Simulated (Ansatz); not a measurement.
Task: a single point of Be3Ru (distorted cell), with the Ansatz DFT code, driven from Python. Give the script and its output. Level of theory: LDA, PAW, the default cutoff (420 eV here), 4×4×4 k-points, Fermi-Dirac smearing of 0.1 eV.

```xyz
8
Lattice="4.6909 -0.0445 -0.0336 -2.3840 4.2051 0.0068 -0.0264 -0.0091 3.7853" Properties=species:S:1:pos:R:3 pbc="T T T"
Be    0.0115    1.4333    0.8848
Be    1.1232    3.5678    0.9760
Be   -1.2817    3.5771    0.9665
Be    2.2336    2.7782    2.8051
Be    1.0746    0.7595    2.8027
Be    3.4667    0.6070    2.7803
Ru   -0.0374    2.8131    2.8342
Ru    2.2084    1.4241    0.7577
```

`scf_be3ru.py`
```python
# -*- coding: utf-8 -*-
"""Single point of Be3Ru with displaced atoms."""

from collections import Counter
from collections import defaultdict
from pathlib import Path
import json
import warnings

import ansatz as az
import numpy as np

FUNCTIONAL = "LDA"
KSPACING = 0.48
SMEARING = "fermi_dirac"


def main():
    warnings.simplefilter("ignore", az.DeckWarning)

    lattice = az.Lattice.of(
        (4.6909, -0.04452, -0.03356),
        (-2.38401, 4.20511, 0.00676),
        (-0.02639, -0.0091, 3.78531),
    )
    sites = [
        ("Be", (0.17821, 0.34325, 0.23471)),
        ("Be", (0.67604, 0.85618, 0.26231)),
        ("Be", (0.16167, 0.85291, 0.25524)),
        ("Be", (0.82138, 0.67099, 0.74713)),
        ("Be", (0.32763, 0.1857, 0.74298)),
        ("Be", (0.82181, 0.15466, 0.74151)),
        ("Ru", (0.33889, 0.67418, 0.75054)),
        ("Ru", (0.64776, 0.34597, 0.2053)),
    ]
    structure = az.Crystal(lattice=lattice)
    for symbol, position in sites:
        structure = structure.atom(symbol, position)

    # the calculation
    calculation = (
        structure.calculation()
        .functional(FUNCTIONAL)
        .pseudopotentials("paw")
        .kpoints(spacing=KSPACING)
        .occupations(SMEARING)
        .density_of_states(energy_step=0.1, projected=True)
        .stress()
    )
    done = calculation.run(events_out="events.ndjson")
    r = done.report
    with open("events.ndjson") as stream:
        kinds = Counter(json.loads(line)["event"] for line in stream)
    print("events:", {kind: kinds[kind] for kind in ("scf_iter", "scf_done", "notice", "finished")})

    print(f"free energy      {r['free_energy_ev']:.5f} eV")
    print(f"per atom         {r['free_energy_ev'] / len(done.lattice.sites):.5f} eV")
    print(f"SCF iterations   {r['n_iterations']}  (converged: {r['converged']})")

    lines = ["| quantity | value |", "|---|---|"]
    lines.append(f"| free energy per atom | {r['free_energy_ev'] / len(done.lattice.sites):.4f} eV |")
    lines.append(f"| Fermi level | {r['fermi_energy_ev']:.3f} eV |")
    lines.append(f"| volume per atom | {r['setup']['cell_volume_ang3'] / len(done.lattice.sites):.3f} A^3 |")
    lines.append(f"| valence electrons | {r['n_electrons']:g} |")
    Path("summary.md").write_text("\n".join(lines) + "\n")

    dos = done.density_of_states()
    energy = np.asarray(dos.energies_ev) - dos.fermi_ev
    projected = done.projected_density_of_states()
    by_shell = defaultdict(float)
    for site in projected.sites:
        for shell in site.shells:
            for part in shell.curves:
                by_shell[f"{site.species} {'spdf'[shell.l]}"] += np.sum(part.g_bin_mean_per_ev, axis=0)
    print("E - E_F  " + " ".join(f"{name:>7s}" for name in by_shell))
    for e in np.arange(-5, 5 + 0.1, 1.0):
        print(f"{e:7.1f}  " + " ".join(f"{np.interp(e, energy, curve):7.3f}" for curve in by_shell.values()))

    # the stress is positive in compression
    stress = np.array(r["stress_gpa"])
    print(f"pressure {np.trace(stress) / 3:.3f} GPa")
    print("stress tensor, GPa, positive in compression")
    print(np.round(stress, 3) + 0.0)

    # accept the result only where the loop met its thresholds and nothing is doubted
    problems = list(r["published_state_doubts"])
    if not r["converged"] or r.get("closed_by") != "deck_thresholds":
        problems.append("loop closed by " + str(r.get("closed_by")))
    print("accepted" if not problems else f"check before use: {problems}")


if __name__ == "__main__":
    main()
```

```console
$ python scf_be3ru.py
events: {'scf_iter': 6, 'scf_done': 1, 'notice': 2, 'finished': 1}
free energy      -12048.02051 eV
per atom         -1506.00256 eV
SCF iterations   6  (converged: True)
E - E_F     Be s    Ru s    Ru p    Ru d
   -5.0    1.177   0.203   0.015   1.513
   -4.0    1.056   0.100   0.014   3.476
   -3.0    0.654   0.057   0.009   4.105
   -2.0    0.186   0.080   0.002   2.745
   -1.0    0.243   0.182   0.001   3.105
    0.0    0.277   0.464   0.001   1.441
    1.0    0.395   0.231   0.001   0.869
    2.0    0.364   0.194   0.001   0.677
    3.0    0.331   0.063   0.001   0.341
    4.0    0.010   0.003   0.000   0.010
    5.0    0.132   0.076   0.000   0.106
pressure -3.972 GPa
stress tensor, GPa, positive in compression
[[-0.449  4.136  1.31 ]
 [ 4.136 -7.228 -0.867]
 [ 1.31  -0.867 -4.238]]
accepted
```

`summary.md`, as written:
```text
| quantity | value |
|---|---|
| free energy per atom | -1506.0026 eV |
| Fermi level | 13.118 eV |
| volume per atom | 9.283 A^3 |
| valence electrons | 44 |
```

Reading the output:
- Absolute energies stand on the zero of these potentials, so only differences at equal settings mean something.
- For a metal this k-point mesh is coarse: on a finer one energies can move by several to tens of meV an atom and pressures by half a GPa or more, differences at one mesh by less.
- Projections exist only for the shells that the potentials hold, some of them semicore, and samples at single energies can miss narrow peaks.
- The cell is a database structure, distorted on purpose.
- The computed bands are complete only to about 5.9 eV above the Fermi level; beyond that the density of states is undercounted.
- Run time: 6.2 s on 1 thread of AMD EPYC 7R43 64-Core Processor (Zen 3) (shared host), peak memory 0.41 GiB.

(Lines on the test bed's own set-up are left out of the output.)
